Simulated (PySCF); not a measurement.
# C44H54Si2: the cost of one run

Programs: PySCF 2.14.0, with routines of our own; each step states its level. All values are computed. Atoms count from 0.

## (1) The starting structure

100 atoms, charge 0, multiplicity 1; geometry from: GFN2-xTB.

## (2) Electronic excitations: TDA BHandHLYP/6-31G* in cyclohexane

What the job is given:

```
{"job": {"kind": "uv", "basis": "6-31G*", "grid": 1, "kgrid": 0, "vcut": 1.5, "nstates": 6, "ntriplets": 0, "tda": true, "delta": [], "pop": false, "xc": "BHandHLYP", "solvent": "cyclohexane", "pol": false}, "charge": 0, "multiplicity": 1}
C      7.891900    -1.878159    -1.054071
C      7.512347    -1.115051     0.219382
C      7.523527    -2.054684     1.426789
C      6.174272    -0.437229     0.013327
C      5.023926    -1.136697     0.230730
C      3.737102    -0.565576     0.073036
C      2.573559    -1.282329     0.296034
C      1.311337    -0.691791     0.159700
C      0.126409    -1.425601     0.388899
C      0.210311    -2.779454     0.758563
C      0.285608    -3.947622     1.077033
Si     0.410146    -5.730570     1.562168
C      2.253408    -6.174976     1.763365
C     -0.513699    -5.988737     3.210079
C     -0.379880    -6.800718     0.195614
C     -1.141559    -0.817158     0.253338
C     -2.322653    -1.533821     0.478055
C     -3.566595    -0.939622     0.344904
C     -4.774184    -1.643697     0.566782
C     -6.011684    -1.077237     0.440184
C     -7.195593    -1.983650     0.716399
C     -8.008081    -1.551420     1.941298
C     -8.065450    -2.227445    -0.521115
C     -6.097692     0.302005     0.062986
C     -7.409544     1.037265    -0.108281
C     -7.568901     1.532290    -1.548406
C     -7.512474     2.198899     0.883942
C     -4.945289     1.002721    -0.156582
C     -3.654506     0.436389    -0.031359
C     -2.491717     1.156362    -0.255897
C     -1.228349     0.566478    -0.124240
C     -0.042159     1.300178    -0.353253
C     -0.125613     2.654588    -0.721074
C     -0.198636     3.823431    -1.037824
Si    -0.313219     5.606590    -1.525022
C      1.034681     5.975790    -2.822436
C     -0.047280     6.687937     0.023137
C     -2.044049     5.925395    -2.258305
C      1.225922     0.691499    -0.217909
C      2.409551     1.403932    -0.447392
C      3.652770     0.807300    -0.316631
C      4.861638     1.501879    -0.568071
C      6.088800     0.920093    -0.441767
C      7.333132     1.726843    -0.746199
C      7.158882     2.657266    -1.948079
C      7.728722     2.529335     0.497674
H      7.159240    -2.657755    -1.251831
H      8.871831    -2.339276    -0.945831
H      7.914690    -1.208081    -1.911254
H      8.273239    -0.354256     0.410154
H      7.132185    -1.547930     2.306345
H      6.929890    -2.946749     1.246190
H      8.543675    -2.371032     1.635904
H      5.061739    -2.168626     0.544334
H      2.629300    -2.322448     0.584970
H      2.379521    -7.215754     2.048524
H      2.724422    -5.565096     2.528749
H      2.799029    -6.021445     0.836966
H     -0.088652    -5.377532     4.000575
H     -0.463503    -7.025505     3.531460
H     -1.562795    -5.723354     3.119879
H     -0.324506    -7.857558     0.442209
H     -1.427245    -6.550878     0.054678
H      0.121588    -6.657629    -0.756912
H     -2.252311    -2.574535     0.761706
H     -4.685925    -2.684193     0.850393
H     -6.765414    -2.959176     0.973993
H     -8.565626    -0.634974     1.777618
H     -8.716932    -2.334325     2.204405
H     -7.339370    -1.396129     2.785749
H     -7.435383    -2.529500    -1.355486
H     -8.627979    -1.349933    -0.822695
H     -8.774187    -3.028191    -0.317788
H     -8.238418     0.363501     0.095645
H     -6.808969     2.268334    -1.796399
H     -8.546681     1.991780    -1.681909
H     -7.478440     0.700922    -2.244686
H     -6.751136     2.949429     0.689397
H     -8.488960     2.673865     0.806943
H     -7.382058     1.837394     1.901994
H     -4.993700     2.043420    -0.442150
H     -2.549575     2.197592    -0.541485
H      0.913362     5.354882    -3.705061
H      1.000286     7.013311    -3.143365
H      2.027535     5.788737    -2.424011
H     -0.796253     6.480906     0.781595
H      0.926585     6.507359     0.468033
H     -0.106563     7.745484    -0.219007
H     -2.823893     5.708487    -1.534277
H     -2.223225     5.303840    -3.130520
H     -2.159376     6.961543    -2.564085
H      2.340308     2.443267    -0.736239
H      4.774223     2.531004    -0.880742
H      8.149774     1.045069    -0.996068
H      6.754565     2.109758    -2.796789
H      8.123271     3.073484    -2.232788
H      6.494291     3.486262    -1.720422
H      8.645792     3.086800     0.317657
H      7.884708     1.868602     1.348094
H      6.938257     3.231625     0.753699
```

With the program's defaults for keys left out, this is: TDA BHandHLYP/6-31G*, vertical, IEF-PCM cyclohexane (non-equilibrium linear response), core orbitals frozen in the response, virtual orbitals cut by energy.

Run with:

```console
$ OMP_NUM_THREADS=4 python large_run.py task.json out
```

The driver reads the jobs from task.json and runs them one after another.

Q: Estimate the wall time and peak memory of this job on 4 threads of Arm Neoverse V1, shared host.

About 4.3 min, with a peak of 3.4 GiB.
